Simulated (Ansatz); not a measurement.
# C12H2: the cost of one run

Program: Ansatz 0.2.0. Level of theory: the levels named in each step. These are calculated values, not measurements.

## (1) Starting point

Bond lengths: C1–C2 1.209 Å, C2–C3 1.346 Å, C3–C4 1.223 Å, C4–C5 1.332 Å, C5–C6 1.227 Å, C6–C7 1.329 Å, C7–C8 1.227 Å, C8–C9 1.332 Å, C9–C10 1.223 Å, C10–C11 1.345 Å, C11–C12 1.208 Å, C1–H13 1.048 Å, C12–H14 1.048 Å. Angles: C1–C2–C3 180.0°, C2–C1–H13 180.0°, C2–C3–C4 180.0°, C3–C4–C5 180.0°, C4–C5–C6 180.0°, C5–C6–C7 180.0°, C6–C7–C8 180.0°, C7–C8–C9 180.0°, C8–C9–C10 180.0°, C9–C10–C11 180.0°, C10–C11–C12 180.0°, C11–C12–H14 180.0°.

Structure file:

```xyz
14

C     0.0000    0.0000   -7.0007
C     0.0000    0.0000   -5.7922
C     0.0000    0.0000   -4.4465
C     0.0000    0.0000   -3.2237
C     0.0000    0.0000   -1.8912
C     0.0000    0.0000   -0.6644
C     0.0000    0.0000    0.6651
C     0.0000    0.0000    1.8918
C     0.0000    0.0000    3.2240
C     0.0000    0.0000    4.4466
C     0.0000    0.0000    5.7918
C     0.0000    0.0000    7.0003
H     0.0000    0.0000   -8.0490
H     0.0000    0.0000    8.0483
```

## (2) A rough first relaxation, PBE-D4/def2-SVP

This run stands in another session on the same molecule. It ended at:

```xyz
14

C     0.0000    0.0000   -7.1025
C     0.0000    0.0000   -5.8662
C     0.0000    0.0000   -4.5141
C     0.0000    0.0000   -3.2623
C     0.0000    0.0000   -1.9244
C     0.0000    0.0000   -0.6674
C     0.0000    0.0000    0.6674
C     0.0000    0.0000    1.9244
C     0.0000    0.0000    3.2623
C     0.0000    0.0000    4.5141
C     0.0000    0.0000    5.8662
C     0.0000    0.0000    7.1025
H     0.0000    0.0000   -8.1842
H     0.0000    0.0000    8.1842
```

## (3) Relaxation, HF/STO-3G

The input, input.yaml:

```yaml
crystal:
  periodic: [false, false, false]
  atoms:
    - { symbol: C, position_ang: [0.0, 0.0, -7.10254556] }
    - { symbol: C, position_ang: [0.0, 0.0, -5.86623159] }
    - { symbol: C, position_ang: [0.0, 0.0, -4.51409441] }
    - { symbol: C, position_ang: [0.0, 0.0, -3.26225093] }
    - { symbol: C, position_ang: [0.0, 0.0, -1.92436349] }
    - { symbol: C, position_ang: [0.0, 0.0, -0.66743449] }
    - { symbol: C, position_ang: [0.0, 0.0, 0.66743438] }
    - { symbol: C, position_ang: [0.0, 0.0, 1.92436403] }
    - { symbol: C, position_ang: [0.0, 0.0, 3.26225112] }
    - { symbol: C, position_ang: [0.0, 0.0, 4.51409594] }
    - { symbol: C, position_ang: [0.0, 0.0, 5.86623296] }
    - { symbol: C, position_ang: [0.0, 0.0, 7.10254797] }
    - { symbol: H, position_ang: [0.0, 0.0, -8.18415369] }
    - { symbol: H, position_ang: [0.0, 0.0, 8.18415775] }
basis:
  gaussian: { orbitals: STO-3G }
hamiltonian:
  xc: hf
relax:
  f_tol: 0.004
  max_steps: 150
```

On the command line:

```bash
$ ansatz run input.yaml --threads 4 --pin off --max-ram 10240MiB --backend cpu --events-out ev --progress --plain --runs-dir out
```

**Question.** How long does this run take on 4 threads of AMD EPYC 9R45 (Zen 5), shared host, and how much memory does it need?

About 3 s, with a peak of 0.15 GiB.
